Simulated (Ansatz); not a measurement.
# GeAsH3 (triplet): the correlation ladder, cc-pVDZ

How much of the correlation energy of GeAsH3 (triplet) does each wave-function method recover here?

Program: Ansatz 0.2.0, Gaussian basis. Level of theory: cc-pVDZ, core rule «outside noble gas», up to 28 orbitals frozen. These are calculated values, not measurements.

To be run: UHF; CCSD(T) on ROHF; CCSD(T) on UHF; BCCD(T) on ROHF; CISD as a restricted active space (open shells left free, so some higher excitations enter); CCSDT(Q) on ROHF; CCSDT(Q) on UHF; CASSCF and NEVPT2, 12 electrons in 11 orbitals.

22 further runs of the same task are left out: 9 that didn't finish, 13 set aside as unsound or not needed. Runs told in other sessions of the task aren't counted.

### Step 1. What is computed

The geometry is a PBE0/def2-TZVP stationary point (not a proven minimum). No spin-orbit coupling is included. The filled d shell of Ge, As may be among the frozen orbitals whatever the setting's name suggests.

5 atoms, charge 0, spin multiplicity 3.

Atoms are counted from 1 here; the program's logs count them from 0.

Bond lengths: Ge1–As2 2.423 Å, Ge1–H3 1.552 Å, Ge1–H4 1.552 Å, As2–H5 1.526 Å. Angles: As2–Ge1–H3 109.8°, As2–Ge1–H4 109.8°, H3–Ge1–H4 106.6°, Ge1–As2–H5 93.8°.

Coordinates:

```csv
atom,x (Å),y (Å),z (Å)
Ge1,0.0000,-0.0566,1.2141
As2,0.0000,0.0562,-1.2063
H3,-1.2446,0.6821,1.7739
H4,1.2446,0.6822,1.7739
H5,0.0000,-1.4603,-1.3789
```

### Step 2. UHF

in.yaml reads:

```yaml
crystal:
  periodic: [false, false, false]
  atoms:
    - {symbol: Ge, position_ang: [0.000000, -0.056595, 1.214134]}
    - {symbol: As, position_ang: [0.000000, 0.056163, -1.206338]}
    - {symbol: H, position_ang: [-1.244560, 0.682142, 1.773873]}
    - {symbol: H, position_ang: [1.244554, 0.682153, 1.773873]}
    - {symbol: H, position_ang: [0.000006, -1.460284, -1.378912]}
basis:
  gaussian: {orbitals: cc-pVDZ}
magnetization: {spin_polarized: true, initial_magnetization: 2}
hamiltonian: {xc: hf}
output: {orbitals: {seedname: orbitals}}
```

The run is started by

```console
$ ansatz run in.yaml --threads 1 --pin off --events-out ev --progress --plain --max-ram 2393MiB
```

The runs that follow: CCSD(T) on ROHF; CCSD(T) on UHF; BCCD(T) on ROHF; CISD as a restricted active space (open shells left free, so some higher excitations enter); CCSDT(Q) on ROHF; CCSDT(Q) on UHF; CASSCF and NEVPT2, 12 electrons in 11 orbitals.

Before running them: what should the planned runs give, taken together? Wanted: UCCSDT(Q) from the RHF energy; RMP2 from UCCSDT(Q); UMP2 from UCCSDT(Q); RCCSD from UCCSDT(Q); RCCSD(T) from UCCSDT(Q); UCCSD(T) from UCCSDT(Q); RCCSDT(Q) from UCCSDT(Q); NEVPT2 valence from UCCSDT(Q); T1 diagnostic.

**Answer**, as computed:

| quantity | value |
| --- | --- |
| UCCSDT(Q) from the ROHF energy | -6.0461 eV |
| RMP2 from UCCSDT(Q) | +1251.7 meV |
| UMP2 from UCCSDT(Q) | +1258.3 meV |
| RCCSD from UCCSDT(Q) | +205.8 meV |
| RCCSD(T) from UCCSDT(Q) | +46.1 meV |
| UCCSD(T) from UCCSDT(Q) | +40.1 meV |
| RCCSDT(Q) from UCCSDT(Q) | +6.6 meV |
| NEVPT2 valence from UCCSDT(Q) | +1055.3 meV |
| levels within 1 kcal/mol (43 meV) | UCCSD(T), RCCSDT, UCCSDT, RCCSDT(Q) |
| T1 diagnostic | 0.022 |
| effectively unpaired electrons | 2.03 |

**Reading.** RCCSD(T) lands +46.1 meV from the yardstick (0.8 % of the correlation energy). One determinant dominates. These misses are within one basis, not against nature; the frozen cores of restricted and unrestricted runs differ, which can shift their rows.

With open shells the CI space here admits some higher excitations, so it is larger than plain CISD.
